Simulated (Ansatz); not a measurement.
# CH3Ga (triplet): the correlation ladder at a displaced geometry (v1), cc-pVDZ

An exercise on one series of results from a longer session: the logs are not shown, and one member is left open.

Method: cc-pVDZ, core rule «outside noble gas», up to 15 orbitals frozen; program: Ansatz 0.2.0, Gaussian basis.

Plan: UHF; CCSD(T) on ROHF; CCSD(T) on UHF; BCCD(T) on ROHF; CISD; CCSDT(Q) on ROHF; CCSDT(Q) on UHF.

27 further runs of the same task are left out: 1 for a known fault of the program, 11 that didn't finish, 15 set aside as unsound or not needed.

## What is computed

The geometry is a PBE0/def2-TZVP stationary point (not a proven minimum) with its atoms shifted at random (size 0.040 Å). No spin-orbit coupling is included. The filled d shell of Ga may be among the frozen orbitals whatever the setting's name suggests; the logs give the count.

5 atoms, charge 0, spin multiplicity 3.

Atoms are counted from 1 here; the program's logs count them from 0.

Bond lengths: C1–Ga2 1.969 Å, C1–H3 1.104 Å, C1–H4 1.090 Å, Ga2–H5 1.646 Å. Angles: Ga2–C1–H3 119.7°, Ga2–C1–H4 121.4°, H3–C1–H4 119.0°, C1–Ga2–H5 120.6°.

Coordinates:

| atom | x (Å) | y (Å) | z (Å) |
| --- | --- | --- | --- |
| C1 | 0.0020 | 0.0960 | 1.6367 |
| Ga2 | 0.0011 | -0.0398 | -0.3271 |
| H3 | 0.0491 | 1.0898 | 2.1158 |
| H4 | -0.0537 | -0.7918 | 2.2666 |
| H5 | -0.0961 | 1.3122 | -1.2603 |

Set-up of the first run:

Contents of in.yaml:

```yaml
crystal:
  periodic: [false, false, false]
  atoms:
    - {symbol: C, position_ang: [0.001952, 0.096021, 1.636729]}
    - {symbol: Ga, position_ang: [0.001119, -0.039820, -0.327083]}
    - {symbol: H, position_ang: [0.049083, 1.089837, 2.115768]}
    - {symbol: H, position_ang: [-0.053694, -0.791753, 2.266638]}
    - {symbol: H, position_ang: [-0.096078, 1.312204, -1.260251]}
basis:
  gaussian: {orbitals: cc-pVDZ}
magnetization: {spin_polarized: true, initial_magnetization: 2}
hamiltonian: {xc: hf}
output: {orbitals: {seedname: orbitals}}
```

Command:

```console
> ansatz run in.yaml --threads 1 --pin off --events-out ev --progress --plain --max-ram 2393MiB
```

Among the steps run: UHF; CCSD(T) on ROHF; CCSD(T) on UHF; BCCD(T) on ROHF; CISD; CCSDT(Q) on ROHF; CCSDT(Q) on UHF.

One of the session's tables, all rows but one given; the rest of the session is left out.

```
   method  from UCCSDT(Q) (kcal/mol)
     ROHF                    +130.16
      UHF                    +127.08
     RMP2                     +23.64
     UMP2                     +23.70
    RCCSD                      +3.98
    UCCSD                      +3.76
 RCCSD(T)                      +0.91
 UCCSD(T)                          ?
  BCCD(T)                      +0.91
   RCCSDT                      +0.34
   UCCSDT                      +0.18
RCCSDT(Q)                      +0.17
UCCSDT(Q)                          0
```

**Question.** Estimate the row for UCCSD(T).

**Answer.** from UCCSDT(Q) (kcal/mol): +0.75. In the column «from UCCSDT(Q) (kcal/mol)» it lies between RCCSDT (+0.34) and RCCSD(T) (+0.91).

Not comparable, so not listed: CISD (they don't share determinant, frozen orbitals or solution with the rows shown, or repeat one).

Caveats from the session: Restricted and unrestricted rows rest on different reference determinants; where their highest levels disagree by more than a few hundredths of an eV, they describe different states and don't form one ladder.
